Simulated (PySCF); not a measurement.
# WSCl₂: triplet, from a PBE0 minimum start

The task is one start of a wider search on WSCl₂: the triplet, from a PBE0 minimum start. It is relaxed, tested by its Hessian and followed downhill if it is a saddle.

The runs use PySCF 2.14.0; PBE0, basis W def2-SVP with ECP60, S def2-SVP, Cl def2-SVP, scalar-relativistic core potentials, no spin–orbit coupling, density fitting.

### Step 1. The system as given

4 atoms, charge 0, spin multiplicity 3.

Bond lengths: W1–S2 2.107 Å, W1–Cl3 2.281 Å, W1–Cl4 2.281 Å. Angles: S2–W1–Cl3 118.8°, S2–W1–Cl4 118.8°, Cl3–W1–Cl4 122.3°.

Z-matrix (Å, degrees; charge 0 multiplicity 3):
```
W
S  1 2.1070
Cl 1 2.2806 2 118.84
Cl 1 2.2806 2 118.84 3 180.00
```

### Step 2. The SCF at the typed geometry

One driver script runs all steps and calls PySCF; scf.py shows how it sets up the SCF of each step. The optimiser is the driver's own. After this first run the driver tries any further starts and a stability analysis.

Contents of scf.py:

```python
from pyscf import gto, scf, dft
mol = gto.M(atom='''
W     -0.028605    -0.000000    -0.017444
S     -1.827501    -0.000000    -1.114433
Cl    -0.129412     0.000000     2.260941
Cl     1.950775    -0.000000    -1.150251''',
    basis={'W': 'def2-SVP', 'S': 'def2-SVP', 'Cl': 'def2-SVP'},
    ecp={'W': 'def2-SVP'},
    charge=0, spin=2)
mf = dft.UKS(mol, xc='PBE0')
mf.grids.atom_grid = (50, 194)
aux = {'W': 'def2-universal-JKFIT', 'S': 'def2-universal-JKFIT', 'Cl': 'def2-universal-JKFIT'}
mf = mf.density_fit(auxbasis=aux)
mf.conv_tol = 1e-08
mf.diis_space = 10
mf.max_cycle = 60
mf.init_guess = 'minao'
mf.verbose = 4
mf.kernel()
```

Started as:

```
OMP_NUM_THREADS=2 python axn.py task.json out
```

After this run come: PBE0 minimum start, triplet: relaxation; Frequencies.

Before running it: what results should come out? Wanted: minimum; geometry; wavenumbers; dipole moment; highest occupied, lowest empty level; polar-tensor charge of W1; zero-point energy; atomisation energy; ⟨S²⟩.

**Answer**, as computed:

```
                                          quantity                                                               value
                                           minimum                                                        triplet, C2v
                                          geometry  W–Cl 2.281 Å (×2), W–S 2.107 Å; Cl–W–Cl 122.3°, Cl–W–S 118.8° (×2)
                                wavenumbers (cm⁻¹)           83 (b1), 102 (a1), 116 (b2), 394 (a1), 406 (b2), 568 (a1)
                                     dipole moment                                                              0.12 D
highest occupied, lowest empty level (either spin)                                                     -6.86, -3.65 eV
                         polar-tensor charge of W1                                                             +1.45 e
                                 zero-point energy                                                         10.0 kJ/mol
                               entropy at 298.15 K                                                     356.9 J/(mol K)
         atomisation energy (no zero-point energy)                                                         1376 kJ/mol
                                              ⟨S²⟩                                                               2.050
```

The PBE0 minimum start keeps its C2v symmetry and ends in a minimum. In the infrared the band at 406 cm⁻¹ (b2, stretch) leads. Most of the spin sits on W1 (Mulliken spin 2.24, against 2 for the whole molecule). Other starts or spin states, not run here, may lie lower. Open d and f shells are described by one determinant, and the ground state may have another occupation or spin. Spin–orbit coupling, left out here, can matter for elements this heavy.
